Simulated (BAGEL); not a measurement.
# CH4GeO (SMILES C[O][GeH]): levels of theory compared

Aim: a comparison of 3 runs (HF/STO-3G, HF/3-21G, HF/6-31G*) of CH4GeO. 

The calculation is run with BAGEL 1.2.2.

30 further runs of the same task are left out: 6 that didn't finish, 24 set aside as unsound or not needed.

**1. The structure to begin with**

The species is CH4GeO (7 atoms), meant as a singlet with charge 0. SMILES: `C[O][GeH]`. The C1–H6 distance was set to 2.407 Å, away from the relaxed value. At this shape a bond of the SMILES string is far longer than usual.

Bond lengths: C1–O2 1.407 Å, O2–Ge3 1.774 Å, C1–H4 1.094 Å, C1–H5 1.096 Å, Ge3–H7 1.619 Å. Angles: C1–O2–Ge3 127.8°, O2–C1–H4 109.5°, O2–C1–H5 111.7°, O2–Ge3–H7 95.3°, H4–C1–H5 109.0°.

**2. A single-point energy at HF/STO-3G (density fitting with qzvpp-jkfit) (run 1)**

Input file input.json:

```json
{ "bagel": [

{
  "title": "molecule",
  "basis": "sto-3g",
  "df_basis": "qzvpp-jkfit",
  "angstrom": "true",
  "geometry": [
    { "atom": "C", "xyz": [       0.471127,       0.217747,      -0.949667 ] },
    { "atom": "O", "xyz": [       0.268327,      -1.157353,      -1.164667 ] },
    { "atom": "Ge", "xyz": [       1.413727,      -2.481953,      -0.881367 ] },
    { "atom": "H", "xyz": [       0.338427,       0.757447,      -1.892267 ] },
    { "atom": "H", "xyz": [       1.474227,       0.424047,      -0.558567 ] },
    { "atom": "H", "xyz": [      -1.163900,       1.033500,       0.617600 ] },
    { "atom": "H", "xyz": [       2.610327,      -1.531253,      -0.345867 ] }
  ]
},

{ "title": "hf" },

{ "title": "print", "file": "orbitals.molden", "orbitals": "true" }

]}
```

Command:

```bash
$ BAGEL_NUM_THREADS=1 BAGEL input.json > input.out
```

Output:

```text
* using 1 threads per process

  ===============================================================
  ===============================================================

  *** Geometry ***

  { "atom" : "C", "xyz" : [      0.890301,      0.411482,     -1.794611 ] },
  { "atom" : "O", "xyz" : [      0.507065,     -2.187080,     -2.200902 ] },
  { "atom" : "Ge", "xyz" : [      2.671557,     -4.690211,     -1.665542 ] },
  { "atom" : "H", "xyz" : [      0.639534,      1.431367,     -3.575866 ] },
  { "atom" : "H", "xyz" : [      2.785885,      0.801333,     -1.055539 ] },
  { "atom" : "H", "xyz" : [     -2.199452,      1.953032,      1.167095 ] },
  { "atom" : "H", "xyz" : [      4.932803,     -2.893649,     -0.653594 ] },

  Number of auxiliary basis functions:      490

  Since a DF basis is specified, we compute 2- and 3-index integrals:
    o Being stored without compression. Storage requirement is 0.004 GB

  Number of basis functions:       32
  Number of electrons      :       50

    * METHOD: MOLECULE                             0.19

  *** RHF ***

  === Nuclear Repulsion ===
   171.1412226903

      * DIIS with orbital gradients will be used.

  === RHF iteration (sto-3g) ===
      0      -2164.83740091          0.01772341           0.03
      1      -2164.89923017          0.01534772           0.02
      2      -2164.98006972          0.00194670           0.02
[... 10 lines of this table left out ...]
     13      -2164.98169892          0.00000001           0.02
    * SCF iteration converged.

    * Permanent dipole moment:
           (   -0.767903,     0.233254,     0.235763) a.u.

    * METHOD: HF                                   0.45

    * METHOD: PRINT                                0.00

  ===============================================================
```

Wall time 0.76 s (1 thread of Arm Neoverse V1, shared host).

**3. The energy at HF/3-21G (density fitting with qzvpp-jkfit) (run 2)**

Input file job.json:

```json
{ "bagel" : [

{
  "title" : "molecule",
  "basis" : "3-21g",
  "df_basis" : "qzvpp-jkfit",
  "angstrom" : true,
  "geometry" : [
    { "atom" : "C", "xyz" : [       0.471127,       0.217747,      -0.949667 ] },
    { "atom" : "O", "xyz" : [       0.268327,      -1.157353,      -1.164667 ] },
    { "atom" : "Ge", "xyz" : [       1.413727,      -2.481953,      -0.881367 ] },
    { "atom" : "H", "xyz" : [       0.338427,       0.757447,      -1.892267 ] },
    { "atom" : "H", "xyz" : [       1.474227,       0.424047,      -0.558567 ] },
    { "atom" : "H", "xyz" : [      -1.163900,       1.033500,       0.617600 ] },
    { "atom" : "H", "xyz" : [       2.610327,      -1.531253,      -0.345867 ] }
  ]
},

{
  "title" : "hf"
},

{
  "title" : "print",
  "file" : "orbitals.molden",
  "orbitals" : true
}

]}
```

Command:

```bash
$ BAGEL_NUM_THREADS=1 BAGEL job.json > job.out
```

Output:

```text
* using 1 threads per process

  ===============================================================
  ===============================================================

  *** Geometry ***

  { "atom" : "C", "xyz" : [      0.890301,      0.411482,     -1.794611 ] },
  { "atom" : "O", "xyz" : [      0.507065,     -2.187080,     -2.200902 ] },
  { "atom" : "Ge", "xyz" : [      2.671557,     -4.690211,     -1.665542 ] },
  { "atom" : "H", "xyz" : [      0.639534,      1.431367,     -3.575866 ] },
  { "atom" : "H", "xyz" : [      2.785885,      0.801333,     -1.055539 ] },
  { "atom" : "H", "xyz" : [     -2.199452,      1.953032,      1.167095 ] },
  { "atom" : "H", "xyz" : [      4.932803,     -2.893649,     -0.653594 ] },

  Number of auxiliary basis functions:      490

  Since a DF basis is specified, we compute 2- and 3-index integrals:
    o Being stored without compression. Storage requirement is 0.009 GB

  Number of basis functions:       48
  Number of electrons      :       50

    * METHOD: MOLECULE                             0.19

  *** RHF ***

  === Nuclear Repulsion ===
   171.1412226903

      * DIIS with orbital gradients will be used.

  === RHF iteration (3-21g) ===
      0      -2179.45213805          0.02158651           0.04
      1      -2179.50469703          0.01694929           0.04
      2      -2179.54731320          0.00170596           0.04
[... 10 lines of this table left out ...]
     13      -2179.54864621          0.00000001           0.04
    * SCF iteration converged.

    * Permanent dipole moment:
           (   -1.147293,     0.252773,     0.449614) a.u.

    * METHOD: HF                                   0.67

    * METHOD: PRINT                                0.01

  ===============================================================
```

Wall time 1 s (1 thread of Arm Neoverse V1, shared host).

**4. A single-point energy at HF/6-31G(d) (density fitting with qzvpp-jkfit, spherical functions) (run 3)**

Input file input.json:

```json
{ "bagel" : [

{
  "title" : "molecule",
  "basis" : "6-31gs.json",
  "df_basis" : "qzvpp-jkfit",
  "angstrom" : true,
  "geometry" : [
    { "atom" : "C", "xyz" : [       0.471127,       0.217747,      -0.949667 ] },
    { "atom" : "O", "xyz" : [       0.268327,      -1.157353,      -1.164667 ] },
    { "atom" : "Ge", "xyz" : [       1.413727,      -2.481953,      -0.881367 ] },
    { "atom" : "H", "xyz" : [       0.338427,       0.757447,      -1.892267 ] },
    { "atom" : "H", "xyz" : [       1.474227,       0.424047,      -0.558567 ] },
    { "atom" : "H", "xyz" : [      -1.163900,       1.033500,       0.617600 ] },
    { "atom" : "H", "xyz" : [       2.610327,      -1.531253,      -0.345867 ] }
  ]
},

{
  "title" : "hf",
  "charge" : 0
},

{
  "title" : "print",
  "file" : "orbitals.molden",
  "orbitals" : true
}

]}
```

The basis set 6-31G* is read from a file made from the Basis Set Exchange's data (not shown).

Command:

```bash
$ BAGEL_NUM_THREADS=1 BAGEL input.json > input.out
```

Output:

```text
* using 1 threads per process

  ===============================================================
  ===============================================================

  *** Geometry ***

  { "atom" : "C", "xyz" : [      0.890301,      0.411482,     -1.794611 ] },
  { "atom" : "O", "xyz" : [      0.507065,     -2.187080,     -2.200902 ] },
  { "atom" : "Ge", "xyz" : [      2.671557,     -4.690211,     -1.665542 ] },
  { "atom" : "H", "xyz" : [      0.639534,      1.431367,     -3.575866 ] },
  { "atom" : "H", "xyz" : [      2.785885,      0.801333,     -1.055539 ] },
  { "atom" : "H", "xyz" : [     -2.199452,      1.953032,      1.167095 ] },
  { "atom" : "H", "xyz" : [      4.932803,     -2.893649,     -0.653594 ] },

  Number of auxiliary basis functions:      490

  Since a DF basis is specified, we compute 2- and 3-index integrals:
    o Being stored without compression. Storage requirement is 0.018 GB

  Number of basis functions:       68
  Number of electrons      :       50

    * METHOD: MOLECULE                             0.25

  *** RHF ***

  === Nuclear Repulsion ===
   171.1412226903

      * DIIS with orbital gradients will be used.

  === RHF iteration (6-31gs.json) ===
      0      -2189.73506349          0.02036580           0.06
      1      -2189.79082255          0.01894002           0.05
      2      -2189.90246315          0.00165331           0.05
[... 12 lines of this table left out ...]
     15      -2189.90486616          0.00000001           0.05
    * SCF iteration converged.

    * Permanent dipole moment:
           (   -1.230546,     0.367365,     0.523893) a.u.

    * METHOD: HF                                   1.05

    * METHOD: PRINT                                0.01

  ===============================================================
```

It took 1.4 s on 1 thread of Arm Neoverse V1, shared host; peak memory 0.1 GiB.

**5. Overview of the runs**

```csv
run,level,energy (Eh),dipole moment (D),HOMO energy (eV),LUMO energy (eV),wall time
1,HF/STO-3G (density fitting with qzvpp-jkfit),-2164.981699,2.13,-5.21,3.43,0.76 s
2,HF/3-21G (density fitting with qzvpp-jkfit),-2179.548646,3.20,-8.12,0.25,1 s
3,"HF/6-31G* (density fitting with qzvpp-jkfit, spherical functions)",-2189.904866,3.53,-8.28,0.15,1.4 s
```

**6. What came out**

| quantity | value |
| --- | --- |
| run 3: total energy | -2189.90487 Eh |
| run 3: dipole moment | 3.53 D |
| run 3: HOMO energy | -8.28 eV |
| run 3: LUMO energy | 0.15 eV |
| run 3: HOMO–LUMO gap | 8.43 eV |

The dipole moment (its size) runs from 2.13 D (HF/STO-3G) to 3.53 D (HF/6-31G*). The HOMO–LUMO gap runs from 8.37 eV (HF/3-21G) to 8.64 eV (HF/STO-3G). In run 1 the basis is minimal, so the values are rough. In runs 1, 2, 3 a closed-shell determinant meets a far-stretched bond, which it describes badly. All runs together took 3.2 s, the longest 1.4 s.
